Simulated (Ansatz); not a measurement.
**CH5FOSi: one species, many methods**

Aim: compute CH5FOSi with functionals from several rungs and with coupled cluster. The yardstick is the atomisation energy at the CCSD(T) limit.

Method: functionals in def2-TZVPP, the program's frozen cores in correlated methods; program: Ansatz 0.2.0, Gaussian basis.

Levels to be run: LDA (SPW92), PBE-D4, revPBE-D4, BLYP-D4, r2SCAN-D4, B97M-V, PBE0-D4, B3LYP-D4, r2SCANh-D4, r2SCAN0-D4, HSE06-D4, BHLYP-D4, CAM-B3LYP-D4, LC-ωPBE, ωB97X-V, ωB97M-V, B2PLYP, PBE-QIDH; CCSD(T)/def2-SVP; CCSD(T)/def2-TZVPP; MP2/def2-QZVPP; extrapolation to the limit; RPA on PBE.

## (1) The geometry

The geometry comes from an earlier relaxation with PBE0-D4 in a triple-zeta def2 set; it is a stationary point, not always the lowest conformer.

9 atoms, charge 0, spin multiplicity 1.

Atoms are counted from 1 here; the program's logs count them from 0.

Bond lengths: O1–C2 1.422 Å, O1–H5 0.961 Å, C2–Si3 1.876 Å, C2–H6 1.100 Å, C2–H7 1.095 Å, Si3–F4 1.608 Å, Si3–H8 1.486 Å, Si3–H9 1.482 Å. Angles: C2–O1–H5 108.4°, O1–C2–Si3 111.4°, O1–C2–H6 111.7°, O1–C2–H7 106.7°, Si3–C2–H6 111.0°, Si3–C2–H7 109.6°, H6–C2–H7 106.2°, C2–Si3–F4 106.2°, C2–Si3–H8 112.2°, C2–Si3–H9 111.8°, F4–Si3–H8 108.2°, F4–Si3–H9 107.2°, H8–Si3–H9 111.0°.

## (2) LDA

This LDA is Slater exchange with PW92 correlation.

in.yaml reads:

```yaml
crystal:
  periodic: [false, false, false]
  atoms:
    - {symbol: O, position_ang: [-0.029669, 1.371592, -1.068609]}
    - {symbol: C, position_ang: [-0.394214, 0.764940, 0.164666]}
    - {symbol: Si, position_ang: [0.435768, -0.904114, 0.380050]}
    - {symbol: F, position_ang: [0.052510, -1.765959, -0.922605]}
    - {symbol: H, position_ang: [-0.274593, 0.777323, -1.783130]}
    - {symbol: H, position_ang: [-1.485683, 0.678577, 0.268078]}
    - {symbol: H, position_ang: [-0.065319, 1.443270, 0.958292]}
    - {symbol: H, position_ang: [-0.063025, -1.627581, 1.577863]}
    - {symbol: H, position_ang: [1.912824, -0.784346, 0.408294]}
basis:
  gaussian: {orbitals: def2-TZVPP}
hamiltonian: {xc: lda}
output: {orbitals: {seedname: orbitals}}
```

Command:

```console
$ ansatz run in.yaml --threads 2 --pin off --events-out ev --progress --plain --max-ram 4352MiB
```

Further steps of the session: PBE-D4 (GGA); revPBE-D4 (GGA); BLYP-D4 (GGA); r2SCAN-D4 (meta-GGA); B97M-V (meta-GGA); PBE0-D4 (hybrid); B3LYP-D4 (hybrid); r2SCANh-D4 (hybrid); r2SCAN0-D4 (hybrid); HSE06-D4 (hybrid); BHLYP-D4 (hybrid); CAM-B3LYP-D4 (range-separated); LC-ωPBE (range-separated); ωB97X-V (range-separated); ωB97M-V (range-separated); B2PLYP (double hybrid); PBE-QIDH (double hybrid); CCSD(T) in def2-SVP; CCSD(T) in def2-TZVPP; MP2 in def2-QZVPP; RPA on PBE orbitals.

Q: Predict the results of all the runs planned. Wanted: atomisation energy, CCSD(T)/CBS; farthest beyond LDA; mean size of error, GGA; mean size of error, meta-GGA; mean size of error, hybrid; mean size of error, range-separated; mean size of error, double hybrid; gap, smallest and largest; T1 diagnostic.

As calculated:

| quantity | value |
| --- | --- |
| atomisation energy, CCSD(T)/CBS | 3260.9 kJ/mol |
| functionals within 16.3 kJ/mol (0.5 %) | r2SCAN-D4, CAM-B3LYP-D4, ωB97X-V, ωB97M-V |
| farthest beyond LDA | BHLYP-D4 (-119.3 kJ/mol) |
| mean size of error, GGA | 35.0 kJ/mol |
| mean size of error, meta-GGA | 15.8 kJ/mol |
| mean size of error, hybrid | 54.8 kJ/mol |
| mean size of error, range-separated | 10.2 kJ/mol |
| mean size of error, double hybrid | 50.5 kJ/mol |
| gap, smallest and largest | 5.14 eV (LDA (SPW92)), 12.69 eV (LC-ωPBE) |
| T1 diagnostic | 0.0111 |
| triples share of the correlation energy | 3.2 % |

What this shows: The LDA atomisation energy is off by 445.3 kJ/mol (14 %): it overbinds. PBE-D4 misses by +21.4 kJ/mol. Double hybrids carry the basis error of their MP2 part in triple zeta, and no dispersion term here, so their miss is partly the set-up's. The rungs range-separated, meta-GGA miss on average by less than the doubt on the reference (16.3 kJ/mol), so they tie. The reference freezes the cores and leaves out relativity and excitations past (T), so misses under about 16.3 kJ/mol can't be ranked. Hartree-Fock recovers 73 % of the binding; the rest is correlation. CCSD(T) in def2-SVP is off by -226.9 kJ/mol, more than most functionals: a good method in a small basis is no reference. The gap grows from 5.1 to 12.7 eV across the functionals, mostly with the share of exact exchange.
